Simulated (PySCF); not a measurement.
# C5H10P2Se: the cost of one run

Programs: PySCF 2.14.0, with routines of our own; each step states its level. All values are computed. Atoms count from 0.

### Step 1. The starting structure

18 atoms, charge 0, multiplicity 1; geometry from: GFN2-xTB.

### Step 2. Magnetic properties: GIAO BHandHLYP/pcSseg-1

What the job is given:

```
{"job": {"kind": "mag", "xc": "BHandHLYP", "basis": "pcSseg-1", "isotopologues": 2}, "charge": 0, "multiplicity": 1}
C     -2.241425    -1.670160     0.248388
C     -0.922635    -1.717161     0.350988
P      0.095907    -0.229108     0.513284
Se     0.601376     0.186656     2.499006
C     -0.789389     1.073990    -0.384505
C     -1.094472     2.216292     0.205932
C      1.556408    -0.592033    -0.557927
P      2.406241     1.026796    -0.934577
H     -2.847055    -2.562098     0.239416
H     -2.764550    -0.730179     0.162108
H     -0.385744    -2.650761     0.476646
H     -1.026606     0.856920    -1.418931
H     -1.606125     3.016344    -0.303692
H     -0.830829     2.383155     1.240472
H      2.213857    -1.281466    -0.020782
H      1.219259    -1.053176    -1.491627
H      3.642722     0.455407    -1.223160
H      2.764298     1.276900     0.387304
```

With the program's defaults for keys left out, this is: GIAO BHandHLYP/pcSseg-1 magnetisability, rotational g tensor and spin-rotation constants, non-relativistic, gas phase.

Launch:

```sh
OMP_NUM_THREADS=1 python excited_run.py task.json out
```

One launch serves the whole session: the jobs run in the order shown.

**Question.** How long does this first job take on 1 thread of Intel Xeon at 2.70GHz, shared host, and how much memory does it need?

About 2.2 min, with a peak of 1.2 GiB.
